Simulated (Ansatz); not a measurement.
# AlN (AlN supercell): the cost of one run

Program: Ansatz 0.2.0. Level of theory: DFT PBE, scalar-relativistic, plane waves, PAW, and further levels as typed in the inputs. These are calculated values, not measurements.

### 1 The structure to begin with

It takes space group P6_3mc (No. 186, hexagonal). The conventional cell has a = 3.113 Å, b = 3.113 Å, c = 4.981 Å, α = 90.00°, β = 90.00°, γ = 120.00°. N (site symmetry 3m) is surrounded by 4 Al at 1.89 to 1.90 Å. Al (site symmetry 3m) is surrounded by 4 N at 1.89 to 1.90 Å.

Structure file:

```cif
data_structure
_symmetry_space_group_name_H-M 'P 1'
_symmetry_Int_Tables_number 1
_cell_length_a 9.3390
_cell_length_b 10.7837
_cell_length_c 9.9620
_cell_angle_alpha 90.000
_cell_angle_beta 90.000
_cell_angle_gamma 90.000
_cell_volume 1003.27
loop_
_atom_site_label
_atom_site_type_symbol
_atom_site_fract_x
_atom_site_fract_y
_atom_site_fract_z
_atom_site_occupancy
N1 N 0.00000 0.00000 0.19100 1
Al1 Al 0.00000 0.16667 0.25000 1
Al2 Al 0.16667 0.91667 0.25000 1
Al3 Al 0.83333 0.91667 0.25000 1
Al4 Al 0.00000 0.00000 0.00000 1
N2 N 0.00000 0.16667 0.44100 1
N3 N 0.00000 0.16667 0.94100 1
N4 N 0.16667 0.91667 0.44100 1
N5 N 0.16667 0.91667 0.94100 1
N6 N 0.83333 0.91667 0.44100 1
N7 N 0.83333 0.91667 0.94100 1
Al5 Al 0.00000 0.00000 0.50000 1
N8 N 0.33333 0.00000 0.19100 1
N9 N 0.66667 0.00000 0.19100 1
N10 N 0.16667 0.25000 0.19100 1
N11 N 0.16667 0.75000 0.19100 1
N12 N 0.83333 0.25000 0.19100 1
N13 N 0.83333 0.75000 0.19100 1
Al6 Al 0.00000 0.66667 0.25000 1
Al7 Al 0.33333 0.16667 0.25000 1
Al8 Al 0.66667 0.16667 0.25000 1
Al9 Al 0.33333 0.00000 0.00000 1
Al10 Al 0.66667 0.00000 0.00000 1
Al11 Al 0.16667 0.25000 0.00000 1
Al12 Al 0.16667 0.75000 0.00000 1
Al13 Al 0.83333 0.25000 0.00000 1
Al14 Al 0.83333 0.75000 0.00000 1
N14 N 0.00000 0.66667 0.44100 1
N15 N 0.00000 0.66667 0.94100 1
N16 N 0.33333 0.16667 0.44100 1
N17 N 0.33333 0.16667 0.94100 1
N18 N 0.66667 0.16667 0.44100 1
N19 N 0.66667 0.16667 0.94100 1
Al15 Al 0.33333 0.00000 0.50000 1
Al16 Al 0.66667 0.00000 0.50000 1
Al17 Al 0.16667 0.25000 0.50000 1
Al18 Al 0.16667 0.75000 0.50000 1
Al19 Al 0.83333 0.25000 0.50000 1
Al20 Al 0.83333 0.75000 0.50000 1
Al21 Al 0.00000 0.16667 0.75000 1
Al22 Al 0.16667 0.91667 0.75000 1
Al23 Al 0.83333 0.91667 0.75000 1
Al24 Al 0.33333 0.66667 0.25000 1
Al25 Al 0.66667 0.66667 0.25000 1
Al26 Al 0.16667 0.41667 0.25000 1
Al27 Al 0.50000 0.91667 0.25000 1
Al28 Al 0.83333 0.41667 0.25000 1
N20 N 0.00000 0.00000 0.69100 1
N21 N 0.33333 0.66667 0.44100 1
N22 N 0.33333 0.66667 0.94100 1
N23 N 0.66667 0.66667 0.44100 1
N24 N 0.66667 0.66667 0.94100 1
N25 N 0.16667 0.41667 0.44100 1
N26 N 0.16667 0.41667 0.94100 1
N27 N 0.50000 0.91667 0.44100 1
N28 N 0.50000 0.91667 0.94100 1
N29 N 0.83333 0.41667 0.44100 1
N30 N 0.83333 0.41667 0.94100 1
N31 N 0.00000 0.50000 0.19100 1
N32 N 0.50000 0.25000 0.19100 1
N33 N 0.50000 0.75000 0.19100 1
Al29 Al 0.00000 0.66667 0.75000 1
Al30 Al 0.33333 0.16667 0.75000 1
Al31 Al 0.66667 0.16667 0.75000 1
Al32 Al 0.00000 0.50000 0.00000 1
Al33 Al 0.50000 0.25000 0.00000 1
Al34 Al 0.50000 0.75000 0.00000 1
N34 N 0.33333 0.00000 0.69100 1
N35 N 0.66667 0.00000 0.69100 1
N36 N 0.16667 0.25000 0.69100 1
N37 N 0.16667 0.75000 0.69100 1
N38 N 0.83333 0.25000 0.69100 1
N39 N 0.83333 0.75000 0.69100 1
Al35 Al 0.00000 0.50000 0.50000 1
Al36 Al 0.50000 0.25000 0.50000 1
Al37 Al 0.50000 0.75000 0.50000 1
N40 N 0.33333 0.50000 0.19100 1
N41 N 0.66667 0.50000 0.19100 1
Al38 Al 0.33333 0.66667 0.75000 1
Al39 Al 0.66667 0.66667 0.75000 1
Al40 Al 0.16667 0.41667 0.75000 1
Al41 Al 0.50000 0.91667 0.75000 1
Al42 Al 0.83333 0.41667 0.75000 1
Al43 Al 0.50000 0.41667 0.25000 1
Al44 Al 0.33333 0.50000 0.00000 1
Al45 Al 0.66667 0.50000 0.00000 1
N42 N 0.50000 0.41667 0.44100 1
N43 N 0.50000 0.41667 0.94100 1
Al46 Al 0.33333 0.50000 0.50000 1
Al47 Al 0.66667 0.50000 0.50000 1
N44 N 0.00000 0.50000 0.69100 1
N45 N 0.50000 0.25000 0.69100 1
N46 N 0.50000 0.75000 0.69100 1
Al48 Al 0.50000 0.41667 0.75000 1
N47 N 0.33333 0.50000 0.69100 1
N48 N 0.66667 0.50000 0.69100 1
```

### 2 Relaxing the atoms: AlN (AlN supercell), no spin

Input file input.yaml:

```yaml
crystal:
  lattice:
    - [9.339, 0.0, 0.0]
    - [0.0, 10.78374833, 0.0]
    - [0.0, 0.0, 9.962]
  atoms:
    - { symbol: "N", position: [0.0, 0.0, 0.191] }
    - { symbol: Al, position: [0.0, 0.16666667, 0.25] }
    - { symbol: Al, position: [0.16666667, 0.91666667, 0.25] }
    - { symbol: Al, position: [0.83333333, 0.91666667, 0.25] }
    - { symbol: Al, position: [0.0, 0.0, 0.0] }
    - { symbol: "N", position: [0.0, 0.16666667, 0.441] }
    - { symbol: "N", position: [0.0, 0.16666667, 0.941] }
    - { symbol: "N", position: [0.16666667, 0.91666667, 0.441] }
    - { symbol: "N", position: [0.16666667, 0.91666667, 0.941] }
    - { symbol: "N", position: [0.83333333, 0.91666667, 0.441] }
    - { symbol: "N", position: [0.83333333, 0.91666667, 0.941] }
    - { symbol: Al, position: [0.0, 0.0, 0.5] }
    - { symbol: "N", position: [0.33333333, 0.0, 0.191] }
    - { symbol: "N", position: [0.66666667, 0.0, 0.191] }
    - { symbol: "N", position: [0.16666667, 0.25, 0.191] }
    - { symbol: "N", position: [0.16666667, 0.75, 0.191] }
    - { symbol: "N", position: [0.83333333, 0.25, 0.191] }
    - { symbol: "N", position: [0.83333333, 0.75, 0.191] }
    - { symbol: Al, position: [0.0, 0.66666667, 0.25] }
    - { symbol: Al, position: [0.33333333, 0.16666667, 0.25] }
    - { symbol: Al, position: [0.66666667, 0.16666667, 0.25] }
    - { symbol: Al, position: [0.33333333, 0.0, 0.0] }
    - { symbol: Al, position: [0.66666667, 0.0, 0.0] }
    - { symbol: Al, position: [0.16666667, 0.25, 0.0] }
    - { symbol: Al, position: [0.16666667, 0.75, 0.0] }
    - { symbol: Al, position: [0.83333333, 0.25, 0.0] }
    - { symbol: Al, position: [0.83333333, 0.75, 0.0] }
    - { symbol: "N", position: [0.0, 0.66666667, 0.441] }
    - { symbol: "N", position: [0.0, 0.66666667, 0.941] }
    - { symbol: "N", position: [0.33333333, 0.16666667, 0.441] }
    - { symbol: "N", position: [0.33333333, 0.16666667, 0.941] }
    - { symbol: "N", position: [0.66666667, 0.16666667, 0.441] }
    - { symbol: "N", position: [0.66666667, 0.16666667, 0.941] }
    - { symbol: Al, position: [0.33333333, 0.0, 0.5] }
    - { symbol: Al, position: [0.66666667, 0.0, 0.5] }
    - { symbol: Al, position: [0.16666667, 0.25, 0.5] }
    - { symbol: Al, position: [0.16666667, 0.75, 0.5] }
    - { symbol: Al, position: [0.83333333, 0.25, 0.5] }
    - { symbol: Al, position: [0.83333333, 0.75, 0.5] }
    - { symbol: Al, position: [0.0, 0.16666667, 0.75] }
    - { symbol: Al, position: [0.16666667, 0.91666667, 0.75] }
    - { symbol: Al, position: [0.83333333, 0.91666667, 0.75] }
    - { symbol: Al, position: [0.33333333, 0.66666667, 0.25] }
    - { symbol: Al, position: [0.66666667, 0.66666667, 0.25] }
    - { symbol: Al, position: [0.16666667, 0.41666667, 0.25] }
    - { symbol: Al, position: [0.5, 0.91666667, 0.25] }
    - { symbol: Al, position: [0.83333333, 0.41666667, 0.25] }
    - { symbol: "N", position: [0.0, 0.0, 0.691] }
    - { symbol: "N", position: [0.33333333, 0.66666667, 0.441] }
    - { symbol: "N", position: [0.33333333, 0.66666667, 0.941] }
    - { symbol: "N", position: [0.66666667, 0.66666667, 0.441] }
    - { symbol: "N", position: [0.66666667, 0.66666667, 0.941] }
    - { symbol: "N", position: [0.16666667, 0.41666667, 0.441] }
    - { symbol: "N", position: [0.16666667, 0.41666667, 0.941] }
    - { symbol: "N", position: [0.5, 0.91666667, 0.441] }
    - { symbol: "N", position: [0.5, 0.91666667, 0.941] }
    - { symbol: "N", position: [0.83333333, 0.41666667, 0.441] }
    - { symbol: "N", position: [0.83333333, 0.41666667, 0.941] }
    - { symbol: "N", position: [0.0, 0.5, 0.191] }
    - { symbol: "N", position: [0.5, 0.25, 0.191] }
    - { symbol: "N", position: [0.5, 0.75, 0.191] }
    - { symbol: Al, position: [0.0, 0.66666667, 0.75] }
    - { symbol: Al, position: [0.33333333, 0.16666667, 0.75] }
    - { symbol: Al, position: [0.66666667, 0.16666667, 0.75] }
    - { symbol: Al, position: [0.0, 0.5, 0.0] }
    - { symbol: Al, position: [0.5, 0.25, 0.0] }
    - { symbol: Al, position: [0.5, 0.75, 0.0] }
    - { symbol: "N", position: [0.33333333, 0.0, 0.691] }
    - { symbol: "N", position: [0.66666667, 0.0, 0.691] }
    - { symbol: "N", position: [0.16666667, 0.25, 0.691] }
    - { symbol: "N", position: [0.16666667, 0.75, 0.691] }
    - { symbol: "N", position: [0.83333333, 0.25, 0.691] }
    - { symbol: "N", position: [0.83333333, 0.75, 0.691] }
    - { symbol: Al, position: [0.0, 0.5, 0.5] }
    - { symbol: Al, position: [0.5, 0.25, 0.5] }
    - { symbol: Al, position: [0.5, 0.75, 0.5] }
    - { symbol: "N", position: [0.33333333, 0.5, 0.191] }
    - { symbol: "N", position: [0.66666667, 0.5, 0.191] }
    - { symbol: Al, position: [0.33333333, 0.66666667, 0.75] }
    - { symbol: Al, position: [0.66666667, 0.66666667, 0.75] }
    - { symbol: Al, position: [0.16666667, 0.41666667, 0.75] }
    - { symbol: Al, position: [0.5, 0.91666667, 0.75] }
    - { symbol: Al, position: [0.83333333, 0.41666667, 0.75] }
    - { symbol: Al, position: [0.5, 0.41666667, 0.25] }
    - { symbol: Al, position: [0.33333333, 0.5, 0.0] }
    - { symbol: Al, position: [0.66666667, 0.5, 0.0] }
    - { symbol: "N", position: [0.5, 0.41666667, 0.441] }
    - { symbol: "N", position: [0.5, 0.41666667, 0.941] }
    - { symbol: Al, position: [0.33333333, 0.5, 0.5] }
    - { symbol: Al, position: [0.66666667, 0.5, 0.5] }
    - { symbol: "N", position: [0.0, 0.5, 0.691] }
    - { symbol: "N", position: [0.5, 0.25, 0.691] }
    - { symbol: "N", position: [0.5, 0.75, 0.691] }
    - { symbol: Al, position: [0.5, 0.41666667, 0.75] }
    - { symbol: "N", position: [0.33333333, 0.5, 0.691] }
    - { symbol: "N", position: [0.66666667, 0.5, 0.691] }
scf:
  occupations: { method: fixed }
output:
  forces: true
  stress: false
kpoints:
  mp_grid: { grid: [1, 1, 1] }
hamiltonian:
  xc: pbe
relax:
  f_tol: 0.005
  max_steps: 60
```

The run is started by

```bash
$ ansatz run input.yaml --threads 8 --pin off --max-ram 18432MiB --backend cpu --events-out ev --progress --plain --runs-dir out
```

**Question.** How long does this run take on 8 threads of Intel Xeon Platinum 8375C at 2.90GHz (Ice Lake), shared host, and how much memory does it need?

About 5.6 s, with a peak of 1.1 GiB.
